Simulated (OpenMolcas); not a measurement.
**Ir⁵⁺ among point charges: CASSCF and CASPT2 levels and susceptibility**

How does a field of 4 point charges split the states of Ir⁵⁺, and what χT follows?

Method: state-averaged CASSCF and CASPT2, spin-orbit coupling by RASSI with atomic mean-field integrals. Code: OpenMolcas 26.06.

### Step 1. The system

```
Species                           : Ir⁵⁺ (iridium, Z = 77, 72 electrons)
Basis                             : ANO-RCC-VDZP [7s6p4d2f], 59 functions
Scalar Hamiltonian                : DKH2, point nucleus
Inactive shells                   : 1s 2s 2p 3s 3p 3d 4s 4p 4d 4f 5s 5p
Active space                      : 4 electrons in 5 orbitals (5d)
Some configurations of this space : 5d4
Orbitals                          : optimised for each spin and parity, averaged over all roots
```

The outer shells:

5d4
```
5d [↑ ][↑ ][↑ ][↑ ][  ]
```

The ion sits among 4 point charges of -1.3 e arranged as a tetrahedron (Td), 2.19 Å from the ion.

The work runs as a chain of OpenMolcas steps in one folder; each step below is one input file. Labels, J, g values, rates, χT and fits are worked out afterwards by a script from the matrices that RASSI stores.

### Step 2. Basis and integrals

a.inp reads:

```
&GATEWAY
Coord
1

Ir 0.0 0.0 0.0
Basis=ANO-RCC-VDZP
Group=NoSym
NoMove
AngMom=0.0 0.0 0.0
AMFI
XField
4 Angstrom 0
1.264397 1.264397 1.264397 -1.300000
1.264397 -1.264397 -1.264397 -1.300000
-1.264397 1.264397 -1.264397 -1.300000
-1.264397 -1.264397 1.264397 -1.300000
&SEWARD
```

Launch:

```sh
OMP_NUM_THREADS=1 MOLCAS_MEM=1689 MOLCAS_PROJECT=a pymolcas a.inp > a.log
```

### Step 3. CASSCF: quintets, 5 roots

a.inp reads:

```
&RASSCF
FileOrb=start.orb
Symmetry=1
Spin=5
nActEl=4 0 0
Inactive=34
Ras2=5
CIRoot=5 5 1
SDav=5
CIMx=300
Iter=120 100
PrWF=0.3
OrbListing=Nothing
MaxOrb=0
>>> COPY $Project.JobIph JOB001
```

start.orb holds the contracted functions of the basis, ordered by shell, or the orbitals of the step before.

### Step 4. Reference wave functions, triplets, 45 roots

a.inp reads:

```
&RASSCF
FileOrb=start.orb
Symmetry=1
Spin=3
nActEl=4 0 0
Inactive=34
Ras2=5
CIRoot=45 45 1
SDav=45
CIMx=300
Iter=120 100
PrWF=0.3
OrbListing=Nothing
MaxOrb=0
>>> COPY $Project.JobIph JOB002
```

### Step 5. CASSCF: singlets, 50 roots

a.inp reads:

```
&RASSCF
FileOrb=start.orb
Symmetry=1
Spin=1
nActEl=4 0 0
Inactive=34
Ras2=5
CIRoot=50 50 1
SDav=50
CIMx=300
Iter=120 100
PrWF=0.3
OrbListing=Nothing
MaxOrb=0
>>> COPY $Project.JobIph JOB003
```

### Step 6. State interaction with spin-orbit coupling

a.inp reads:

```
&RASSI
NrOfJobIphs=3 5 45 50
1 2 3 4 5
1 2 3 4 5 6 7 8 9 10 11 12 13 14 15 16 17 18 19 20 21 22 23 24 25 26 27
28 29 30 31 32 33 34 35 36 37 38 39 40 41 42 43 44 45
1 2 3 4 5 6 7 8 9 10 11 12 13 14 15 16 17 18 19 20 21 22 23 24 25 26 27
28 29 30 31 32 33 34 35 36 37 38 39 40 41 42 43 44 45 46 47 48 49 50
IphNames
JOB001
JOB002
JOB003
EJob
SpinOrbit
DIPRint=1.0
SOCoupling=1000.0
Subsets=2
Property=9
'ANGMOM' 1 'ANGMOM' 2 'ANGMOM' 3 'MLTPL  1' 1 'MLTPL  1' 2 'MLTPL  1' 3
'AMFI' 1 'AMFI' 2 'AMFI' 3
SOProperty=3
'ANGMOM' 1 'ANGMOM' 2 'ANGMOM' 3
```

### Step 7. CASPT2: IPEA 0.25, imaginary shift 0.1 (closed shells correlated: 4f 5s 5p)

a.inp reads:

```
>>> COPY JOB001 $Project.JobIph
&CASPT2
Multistate=5 1 2 3 4 5
NoMult
Frozen=23
IPEA=0.25
Imaginary=0.1
MaxIter=60
WThr=0.0 0.3 0.05
PrWF=0.5
NoMix
>>> COPY JOB002 $Project.JobIph
&CASPT2
Multistate=45 1 2 3 4 5 6 7 8 9 10 11 12 13 14 15 16 17 18 19 20 21 22
23 24 25 26 27 28 29 30 31 32 33 34 35 36 37 38 39 40 41 42 43 44 45
NoMult
Frozen=23
IPEA=0.25
Imaginary=0.1
MaxIter=60
WThr=0.0 0.3 0.05
PrWF=0.5
NoMix
>>> COPY JOB003 $Project.JobIph
&CASPT2
Multistate=50 1 2 3 4 5 6 7 8 9 10 11 12 13 14 15 16 17 18 19 20 21 22
23 24 25 26 27 28 29 30 31 32 33 34 35 36 37 38 39 40 41 42 43 44 45 46
47 48 49 50
NoMult
Frozen=23
IPEA=0.25
Imaginary=0.1
MaxIter=60
WThr=0.0 0.3 0.05
PrWF=0.5
NoMix
```

(Steps that only read results are left out.)

What does the calculation give? Wanted: spin-free ground state; first state of the same spin within the active space; lowest level; next level.

As calculated:

| quantity | value |
| --- | --- |
| method | SS-CASPT2, IPEA 0.25, imaginary shift 0.1 (closed shells correlated: 4f 5s 5p) |
| spin-free ground state | 5T2, 3-fold in its orbital part |
| first state of the same spin within the active space | 5E at 1600 cm⁻¹ |
| lowest level | 1-fold A1 |
| next level | 5942.3 cm⁻¹ |
| χT at 300 K | 0.04 cm³ K/mol |
| effective moment at 300 K | 0.56 μB |

Cost by method:

```
                                                 method  time of its own steps  time with the reference
                                              A. CASSCF                   30 s                     30 s
B. SS-CASPT2, IPEA 0.25, imaginary shift 0.1, +4f 5s 5p                   21 s                     52 s
```

Times are of one thread on a shared host.

What this shows: The spin-free ground state (5T2) comes to 100 % from free-ion D terms and keeps the highest spin of the shell. χT at 300 K is 0.04, against 3.01 cm³ K/mol for the spin alone, so spin-orbit coupling lowers it. An active space of the d shell alone favours high spin; real ions in strong fields can be low spin. CASPT2 does not keep the components of a term degenerate, and the means are used. The field of point charges can differ much from that of real complexes. This is an electrostatic model: the charges have no orbitals.
